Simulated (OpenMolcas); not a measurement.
**Dy²⁺ among point charges: CASSCF levels and susceptibility**

Aim: the splitting of the states of Dy²⁺ in the field of 4 point charges, its lowest levels with spin-orbit coupling and its magnetic susceptibility.

Method: state-averaged CASSCF, spin-orbit coupling by RASSI with atomic mean-field integrals. Code: OpenMolcas 26.06.

### 1 What is computed

```
Species                           : Dy²⁺ (dysprosium, Z = 66, 64 electrons)
Basis                             : ANO-RCC-VDZP [7s6p4d2f1g], 68 functions
Scalar Hamiltonian                : DKH2, point nucleus
Inactive shells                   : 1s 2s 2p 3s 3p 3d 4s 4p 4d 5s 5p
Active space                      : 10 electrons in 7 orbitals (4f)
Some configurations of this space : 4f10
Orbitals                          : optimised for the highest spin of each parity, averaged over all roots
```

Outer shells as boxes (Hund's rule):

4f10
```
4f [↑↓][↑↓][↑↓][↑ ][↑ ][↑ ][↑ ]
```

The ion sits among 4 point charges of -1 e arranged as a tetrahedron (Td), 2.39 Å from the ion.

The work runs as a chain of OpenMolcas steps in one folder; each step below is one input file. Labels, J, g values, rates, χT and fits are worked out afterwards by a script from the matrices that RASSI stores.

### 2 One- and two-electron integrals

a.inp

```
&GATEWAY
Coord
1

Dy 0.0 0.0 0.0
Basis=ANO-RCC-VDZP
Group=NoSym
NoMove
AngMom=0.0 0.0 0.0
AMFI
XField
4 Angstrom 0
1.379867 1.379867 1.379867 -1.000000
1.379867 -1.379867 -1.379867 -1.000000
-1.379867 1.379867 -1.379867 -1.000000
-1.379867 -1.379867 1.379867 -1.000000
&SEWARD
```

Command:

```
$ OMP_NUM_THREADS=1 MOLCAS_MEM=2252 MOLCAS_PROJECT=a pymolcas a.inp > a.log
```

### 3 CASSCF: quintets, 35 roots

a.inp

```
&RASSCF
FileOrb=start.orb
Symmetry=1
Spin=5
nActEl=10 0 0
Inactive=27
Ras2=7
CIRoot=35 35 1
SDav=35
CIMx=300
Iter=120 100
PrWF=0.3
OrbListing=Nothing
MaxOrb=0
>>> COPY $Project.JobIph JOB001
```

start.orb holds the contracted functions of the basis, ordered by shell, or the orbitals of the step before.

### 4 CASSCF: triplets, 162 roots

a.inp

```
&RASSCF
FileOrb=start.orb
Symmetry=1
Spin=3
nActEl=10 0 0
Inactive=27
Ras2=7
CIRoot=162 162 1
SDav=210
CIMx=300
Iter=120 100
PrWF=0.3
OrbListing=Nothing
MaxOrb=0
CIOnly
>>> COPY $Project.JobIph JOB002
```

### 5 Reference wave functions, singlets, 162 roots

a.inp

```
&RASSCF
FileOrb=start.orb
Symmetry=1
Spin=1
nActEl=10 0 0
Inactive=27
Ras2=7
CIRoot=162 162 1
SDav=196
CIMx=300
Iter=120 100
PrWF=0.3
OrbListing=Nothing
MaxOrb=0
CIOnly
>>> COPY $Project.JobIph JOB003
```

### 6 State interaction with spin-orbit coupling

a.inp

```
&RASSI
NrOfJobIphs=3 32 106 31
1 2 3 4 5 6 7 8 9 10 11 12 13 14 15 16 17 18 19 20 21 22 23 24 25 26 27
28 29 30 31 32
1 2 3 4 5 6 7 8 9 10 11 12 13 14 15 16 17 18 19 20 21 22 23 24 25 26 27
28 29 30 31 32 33 34 35 36 37 38 39 40 41 42 43 44 45 46 47 48 49 50 51
52 53 54 55 56 57 58 59 60 61 62 63 64 65 66 67 68 69 70 71 72 73 74 75
76 77 78 79 80 81 82 83 84 85 86 87 88 89 90 91 92 93 94 95 96 97 98 99
100 101 102 103 104 105 106
1 2 3 4 5 6 7 8 9 10 11 12 13 14 15 16 17 18 19 20 21 22 23 24 25 26 27
28 29 30 31
IphNames
JOB001
JOB002
JOB003
EJob
SpinOrbit
DIPRint=1.0
SOCoupling=1000.0
Subsets=2
Property=9
'ANGMOM' 1 'ANGMOM' 2 'ANGMOM' 3 'MLTPL  1' 1 'MLTPL  1' 2 'MLTPL  1' 3
'AMFI' 1 'AMFI' 2 'AMFI' 3
SOProperty=3
'ANGMOM' 1 'ANGMOM' 2 'ANGMOM' 3
```

**Question.** What will these runs give? Wanted: spin-free ground state; first state of the same spin within the active space; lowest level; next level.

The runs gave:

| quantity | value |
| --- | --- |
| method | CASSCF |
| spin-free ground state | 5A1, 1-fold in its orbital part |
| first state of the same spin within the active space | 5T1 at 10.8 cm⁻¹ |
| lowest level | 3-fold T2 |
| next level | 3.0 cm⁻¹ |
| χT at 300 K | 13.95 cm³ K/mol |
| effective moment at 300 K | 10.56 μB |

**Reading.** The spin-free ground state (5A1) comes to 100 % from free-ion I terms and keeps the highest spin of the shell. The triplets, singlets rest on orbitals optimised for another spin in at least one step, which raises them against the optimised states. Not all states of the active space went into the spin-orbit step. High states of lower spin are left out of the spin-orbit mixing, and CASSCF puts spin-flip levels too high. This is an electrostatic model: the charges have no orbitals.
